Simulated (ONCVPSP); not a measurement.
# An ONCV potential for Zn, from input to tests

Aim: build the potential from the settings below, then test how well it stands in for the atom: other configurations, scattering, ghost states and the plane-wave cutoff that it needs.

Method: ONCVPSP 4.0.1, PBEsol, scalar-relativistic.

### Step 1. Starting point

Typed settings, in words:

* element: zinc (Zn, Z = 30)
* type: optimised norm-conserving Vanderbilt (ONCV)
* frozen core: [Ne] 3s2
* valence charge: 18
* reference configuration: 3p6 3d10 4s2
* partial waves: 4s: rc 1.95 bohr, ncon 4, nbas 7, qcut 3.2 1/bohr, 1 projector; 3p: rc 1.10 bohr, ncon 5, nbas 9, qcut 11.9 1/bohr, 2 projectors, debl 3.7 Ha; 3d: rc 1.05 bohr, ncon 4, nbas 9, qcut 16 1/bohr, 2 projectors, debl 1.1 Ha
* local potential: polynomial inside 1.05 bohr (lpopt 5, dvloc0 6 Ha)
* core correction: Teter function, fcfact 2.25, rcfact 1.1

An earlier all-electron run gives the scale for the radii.

All-electron outer shells of the reference configuration (PBEsol, scalar-relativistic, ld1.x):

```
shell  level (eV)  outermost node (bohr)  outermost maximum (bohr)
   3s     -128.92                   0.28                      0.59
   3p      -83.26                   0.25                      0.59
   3d      -10.17                      –                      0.56
   4s       -6.00                   0.85                      2.09
   4p       -1.07                   0.92                      3.04
```

### Step 2. Generating the potential

Zn.dat

```
# ATOM AND REFERENCE CONFIGURATION
# atsym  z   nc   nv     iexc    psfile
  Zn 30.00    4    3  -116133      upf
#
#   n    l    f
    1    0    2.00
    2    0    2.00
    2    1    6.00
    3    0    2.00
    3    1    6.00
    3    2   10.00
    4    0    2.00
#
# PSEUDOPOTENTIAL AND OPTIMIZATION
# lmax
    2
#
#   l,   rc,      ep,       ncon, nbas, qcut
    0    1.95    0.00    4    7    3.20
    1    1.10    0.00    5    9   11.90
    2    1.05    0.00    4    9   16.00
#
# LOCAL POTENTIAL
# lloc, lpopt,  rc(5),   dvloc0
    4    5    1.05    6.00
#
# VANDERBILT-KLEINMAN-BYLANDER PROJECTORs
# l, nproj, debl
    0    1    1.10
    1    2    3.70
    2    2    1.10
#
# MODEL CORE CHARGE
# icmod, fcfact, rcfact
    3    2.25    1.10
#
# LOG DERIVATIVE ANALYSIS
# epsh1, epsh2, depsh
   -5.00    5.00    0.04
#
# OUTPUT GRID
# rlmax, drl
    6.00    0.01
#
# TEST CONFIGURATIONS
# ncnf
    4
# nvcnf
#   n    l    f
    3
    3    1    6.00
    3    2   10.00
    4    0    1.00
#
    3
    3    1    6.00
    3    2   10.00
    4    0    0.00
#
    3
    3    1    6.00
    3    2    9.00
    4    0    0.00
#
    4
    3    1    6.00
    3    2   10.00
    4    0    0.00
    4    1    2.00
#
```

Launch:

```console
oncvpsp.x < Zn.dat > Zn.out
```

What does the calculation give? Wanted: cutoffs for 1 and 0.1 mHa per electron, occupied waves; bound ghosts; GHOST(+) flags; largest test error; largest phase difference near zero energy, channels read; rms error of d²Exc/dn², without and with the model core.

**Answer**, as computed:

| quantity | value |
| --- | --- |
| cutoffs for 1 and 0.1 mHa per electron, occupied waves | 96 Ha and 108 Ha |
| bound ghosts | none found |
| GHOST(+) flags | s at 15 eV |
| largest test error (AE − PS) | +56 meV, for 3p6 3d9 4s0 |
| largest phase difference near zero energy, channels read | 0.050 rad |
| rms error of d²Exc/dn², without and with the model core | 3.83 and 3.41 mHa |

**Reading.** By total energies transferability is fair: the largest error is 56 meV on 68.8 eV, for 3p6 3d9 4s0. That test lies far up in energy; among those under 40 eV, nearer to bonding, the largest error is 38 meV. The potential is very hard: the looser tolerance needs 96 Ha. At the looser tolerance the 3d wave is the slowest; 3p needs 50 Ha. It is free of bound ghosts as far as tested. Near zero energy the largest phase difference among the channels read is 0.05 rad, in the s channel. The program also flags highly localised states, GHOST(+) (s). These are tests on the free atom; a crystal test is still owed.
